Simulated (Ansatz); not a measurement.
**Nudged elastic band run: SiW₈C₈**

The input (input.yaml):

```yaml
crystal:
  lattice:
    - [5.7948, 0.0, 0.0]
    - [-2.8974, 5.018444, 0.0]
    - [0.0, 0.0, 17.24425]
  atoms:
    - { symbol: W, position: [0.0, 0.0, 0.0579903] }
    - { symbol: C, position: [0.334525, 0.16879675, 0.13456362] }
    - { symbol: W, position: [0.00029723, -0.00018549, 0.22001069] }
    - { symbol: C, position: [0.33158551, 0.16233631, 0.29524924] }
    - { symbol: W, position: [0.0, 0.5, 0.0579903] }
    - { symbol: C, position: [0.33451866, 0.66551789, 0.13455818] }
    - { symbol: W, position: [0.00029814, 0.49977758, 0.22001258] }
    - { symbol: C, position: [0.33157118, 0.66854403, 0.2952472] }
    - { symbol: W, position: [0.5, 0.0, 0.0579903] }
    - { symbol: C, position: [0.83343347, 0.16660403, 0.13273235] }
    - { symbol: W, position: [0.50033435, -0.0001861, 0.22001288] }
    - { symbol: C, position: [0.83365042, 0.16646479, 0.28361379] }
    - { symbol: W, position: [0.5, 0.5, 0.0579903] }
    - { symbol: C, position: [0.83123609, 0.6655089, 0.13456448] }
    - { symbol: W, position: [0.5003107, 0.4998013, 0.22605773] }
    - { symbol: C, position: [0.83777313, 0.66852685, 0.29524967] }
    - { symbol: Si, position: [0.16696384, 0.83314359, 0.34697917] }
basis:
  ecutwfc: 420.0
kpoints:
  mp_grid: { grid: [4, 4, 1] }
hamiltonian:
  xc: pbesol
  pseudopotentials: { kind: paw, azcp: { folder: soft_1 } }
scf:
  occupations: { method: gaussian, width: 0.05 }
  lower_state_search: "off"
neb:
  images: 5
  f_tol: 0.05
  initial_path: idpp
  max_iterations: 27
  constraints: [{ sites: [0, 4, 8, 12] }]
  final_atoms:
    - { symbol: W, position: [0.0, 0.0, 0.0579903] }
    - { symbol: C, position: [0.33451866, 0.16551789, 0.13455818] }
    - { symbol: W, position: [0.00029814, -0.00022242, 0.22001258] }
    - { symbol: C, position: [0.33157118, 0.16854403, 0.2952472] }
    - { symbol: W, position: [0.0, 0.5, 0.0579903] }
    - { symbol: C, position: [0.334525, 0.66879675, 0.13456362] }
    - { symbol: W, position: [0.00029723, 0.49981451, 0.22001069] }
    - { symbol: C, position: [0.33158551, 0.66233631, 0.29524924] }
    - { symbol: W, position: [0.5, 0.0, 0.0579903] }
    - { symbol: C, position: [0.83123609, 0.1655089, 0.13456448] }
    - { symbol: W, position: [0.5003107, -0.0001987, 0.22605773] }
    - { symbol: C, position: [0.83777313, 0.16852685, 0.29524967] }
    - { symbol: W, position: [0.5, 0.5, 0.0579903] }
    - { symbol: C, position: [0.83343347, 0.66660403, 0.13273235] }
    - { symbol: W, position: [0.50033435, 0.4998139, 0.22001288] }
    - { symbol: C, position: [0.83365042, 0.66646479, 0.28361379] }
    - { symbol: Si, position: [0.16696384, 1.33314359, 0.34697917] }
  order_check: true
```

Run as:

```bash
$ ansatz run input.yaml --threads 4 --pin off --max-ram 10240MiB --backend cpu --events-out ev --progress --plain --runs-dir out
```

Output, in part (warnings, iteration lines):

```
NEB end point (image 0): max|allowed force component| = 1.567e-2 eV/Å (the criterion of neb.relax_end_points is 1.000e-2)
NEB end point (image 6): max|allowed force component| = 1.567e-2 eV/Å (the criterion of neb.relax_end_points is 1.000e-2)
NEB iter   1: max|band force component| = 2.593e0 eV/Å  barrier→ = 2.5763 eV  barrier← = 2.5763 eV  Δτ_max = 0.1975 Å  (91 SCF iters)
NEB iter   2: max|band force component| = 1.658e0 eV/Å  barrier→ = 1.8570 eV  barrier← = 1.8570 eV  Δτ_max = 0.2000 Å  (50 SCF iters)
NEB iter   3: max|band force component| = 1.788e0 eV/Å  barrier→ = 1.3193 eV  barrier← = 1.3193 eV  Δτ_max = 0.1019 Å  (52 SCF iters)
NEB iter   4: max|band force component| = 1.937e0 eV/Å  barrier→ = 1.0425 eV  barrier← = 1.0425 eV  Δτ_max = 0.1021 Å  (46 SCF iters)
NEB iter   5: max|band force component| = 1.152e0 eV/Å  barrier→ = 0.9159 eV  barrier← = 0.9159 eV  Δτ_max = 0.2000 Å  (45 SCF iters)
NEB iter   6: max|band force component| = 1.044e0 eV/Å  barrier→ = 0.8486 eV  barrier← = 0.8486 eV  Δτ_max = 0.1992 Å  (47 SCF iters)
NEB iter   7: max|band force component| = 8.474e-1 eV/Å  barrier→ = 0.8646 eV  barrier← = 0.8646 eV  CI = image 2  Δτ_max = 0.1809 Å  (46 SCF iters)
NEB iter   8: max|band force component| = 3.146e-1 eV/Å  barrier→ = 0.9840 eV  barrier← = 0.9840 eV  CI = image 2  Δτ_max = 0.0278 Å  (47 SCF iters)
NEB iter   9: max|band force component| = 1.469e-1 eV/Å  barrier→ = 0.9791 eV  barrier← = 0.9791 eV  CI = image 2  Δτ_max = 0.0199 Å  (39 SCF iters)
NEB iter  10: max|band force component| = 1.154e-1 eV/Å  barrier→ = 0.9769 eV  barrier← = 0.9769 eV  CI = image 2  Δτ_max = 0.0169 Å  (35 SCF iters)
NEB iter  11: max|band force component| = 4.723e-2 eV/Å  barrier→ = 0.9764 eV  barrier← = 0.9764 eV  CI = image 2  Δτ_max = 0.0000 Å  (340 SCF iters)
```

The run converged. The profile has 2 maxima (images 2, 5) with wells between them (image 3): this band takes more than one step, which may be the mechanism or a detour left from its start path. By the program's own check the climbing image is a first-order saddle point (lowest curvatures found: -4.35 and 1.98 eV/Å²). Limits of this set-up: coarse k mesh, thin slab, slab without dipole correction, PAW files made for another functional.

Final band (atoms are numbered from 1 in the order of the input):

| image | path coordinate (Å) | energy (eV) | W11–Si17 (Å) | C16–Si17 (Å) | C12–Si17 (Å) |
| --- | --- | --- | --- | --- | --- |
| 0 | 0.00 | 0.00 | 2.76 | 1.88 | 3.52 |
| 1 | 0.50 | 0.52 | 2.99 | 1.85 | 3.18 |
| 2 | 1.00 | 0.98 | 3.29 | 1.85 | 2.75 |
| 3 | 1.66 | 0.20 | 3.60 | 1.86 | 1.99 |
| 4 | 2.33 | 0.67 | 3.75 | 2.32 | 1.85 |
| 5 | 3.00 | 0.78 | 3.87 | 3.02 | 1.85 |
| 6 | 3.66 | 0.00 | 3.94 | 3.52 | 1.88 |

The run took 27 min on 4 threads of AMD EPYC 7R43 64-Core Processor (Zen 3), on a shared host, peak memory 3.5 GiB.
